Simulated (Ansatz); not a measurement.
**C₄H₂F₄: one species, many methods**

How much do the methods differ for C₄H₂F₄? The plan is to run it at one geometry with functionals of several rungs and with coupled cluster. The yardstick is the atomisation energy at the CCSD(T) limit.

Method: functionals in def2-TZVPP, the program's frozen cores in correlated methods; program: Ansatz 0.2.0, Gaussian basis.

Levels to be run: LDA (SPW92), PBE-D4, revPBE-D4, BLYP-D4, r2SCAN-D4, B97M-V, PBE0-D4, B3LYP-D4, r2SCANh-D4, r2SCAN0-D4, HSE06-D4, BHLYP-D4, CAM-B3LYP-D4, LC-ωPBE, ωB97X-V, ωB97M-V, B2PLYP, PBE-QIDH; CCSD(T)/def2-SVP; CCSD(T)/def2-TZVPP; MP2/def2-QZVPP; extrapolation to the limit; RPA on PBE.

## 1. The relaxed structure

An earlier PBE0-D4 in a triple-zeta def2 set relaxation fixed the geometry.

SMILES `FC1=CC(F)(F)C1F`, 10 atoms, charge 0, spin multiplicity 1.

Atoms are counted from 1 here; the program's logs count them from 0.

Bond lengths: F1–C2 1.307 Å, C2–C3 1.332 Å, C2–C7 1.496 Å, C3–C4 1.497 Å, C3–H9 1.080 Å, C4–F5 1.352 Å, C4–F6 1.345 Å, C4–C7 1.559 Å, C7–F8 1.361 Å, C7–H10 1.093 Å. Angles: F1–C2–C3 133.4°, F1–C2–C7 128.7°, C3–C2–C7 97.8°, C2–C3–C4 90.8°, C2–C3–H9 136.1°, C4–C3–H9 133.1°, C3–C4–F5 115.8°, C3–C4–F6 116.4°, C3–C4–C7 88.6°, F5–C4–F6 106.8°, F5–C4–C7 114.9°, F6–C4–C7 113.8°, C2–C7–C4 82.6°, C2–C7–F8 116.4°, C2–C7–H10 116.9°, C4–C7–F8 115.6°, C4–C7–H10 114.3°, F8–C7–H10 109.1°.

## 2. LDA

This LDA is Slater exchange with PW92 correlation.

Contents of in.yaml:

```yaml
crystal:
  periodic: [false, false, false]
  atoms:
    - {symbol: F, position_ang: [-1.746566, -0.107660, 1.650298]}
    - {symbol: C, position_ang: [-0.855826, 0.026583, 0.703954]}
    - {symbol: C, position_ang: [-0.783164, 0.793127, -0.382509]}
    - {symbol: C, position_ang: [0.550274, 0.209605, -0.730557]}
    - {symbol: F, position_ang: [0.623685, -0.423298, -1.923278]}
    - {symbol: F, position_ang: [1.603128, 1.043690, -0.667115]}
    - {symbol: C, position_ang: [0.417801, -0.732403, 0.503974]}
    - {symbol: F, position_ang: [1.370015, -0.581269, 1.465279]}
    - {symbol: H, position_ang: [-1.422830, 1.513037, -0.870703]}
    - {symbol: H, position_ang: [0.326782, -1.792512, 0.253557]}
basis:
  gaussian: {orbitals: def2-TZVPP}
hamiltonian: {xc: lda}
output: {orbitals: {seedname: orbitals}}
```

Started as:

```bash
ansatz run in.yaml --threads 8 --pin off --events-out ev --progress --plain --max-ram 18278MiB
```

Further steps of the session: PBE-D4 (GGA); revPBE-D4 (GGA); BLYP-D4 (GGA); r2SCAN-D4 (meta-GGA); B97M-V (meta-GGA); PBE0-D4 (hybrid); B3LYP-D4 (hybrid); r2SCANh-D4 (hybrid); r2SCAN0-D4 (hybrid); HSE06-D4 (hybrid); BHLYP-D4 (hybrid); CAM-B3LYP-D4 (range-separated); LC-ωPBE (range-separated); ωB97X-V (range-separated); ωB97M-V (range-separated); B2PLYP (double hybrid); PBE-QIDH (double hybrid); CCSD(T) in def2-SVP; CCSD(T) in def2-TZVPP; MP2 in def2-QZVPP; RPA on PBE orbitals.

**Question.** What will the summary of the whole plan be? Wanted: atomisation energy, CCSD(T)/CBS; farthest beyond LDA; mean size of error, GGA; mean size of error, meta-GGA; mean size of error, hybrid; mean size of error, range-separated; mean size of error, double hybrid; gap, smallest and largest; T1 diagnostic.

As calculated:

| quantity | value |
| --- | --- |
| atomisation energy, CCSD(T)/CBS | 4363.3 kJ/mol |
| functionals within 21.8 kJ/mol (0.5 %) | B3LYP-D4, r2SCANh-D4, PBE-QIDH |
| farthest beyond LDA | PBE-D4 (+253.9 kJ/mol) |
| mean size of error, GGA | 123.4 kJ/mol |
| mean size of error, meta-GGA | 37.5 kJ/mol |
| mean size of error, hybrid | 84.3 kJ/mol |
| mean size of error, range-separated | 45.3 kJ/mol |
| mean size of error, double hybrid | 26.9 kJ/mol |
| gap, smallest and largest | 5.57 eV (LDA (SPW92)), 13.10 eV (LC-ωPBE) |
| T1 diagnostic | 0.0123 |
| triples share of the correlation energy | 3.6 % |

LDA overbinds by 954.1 kJ/mol (22 %). PBE-D4 is off by +253.9 kJ/mol. Double hybrids carry the basis error of their MP2 part in triple zeta, and no dispersion term here, so their miss is partly the set-up's. Taken by rung, double hybrid functionals do best (26.9 kJ/mol on average) and GGA ones worst beyond LDA (123.4 kJ/mol). The gap between the best rungs is small, so their order is not settled. The reference freezes the cores and leaves out relativity and excitations past (T), so misses under about 21.8 kJ/mol can't be ranked. Hartree-Fock recovers 69 % of the binding; the rest is correlation. CCSD(T) in def2-SVP is off by -200.7 kJ/mol, which most functionals beat. The gap grows from 5.6 to 13.1 eV across the functionals, mostly with the share of exact exchange.
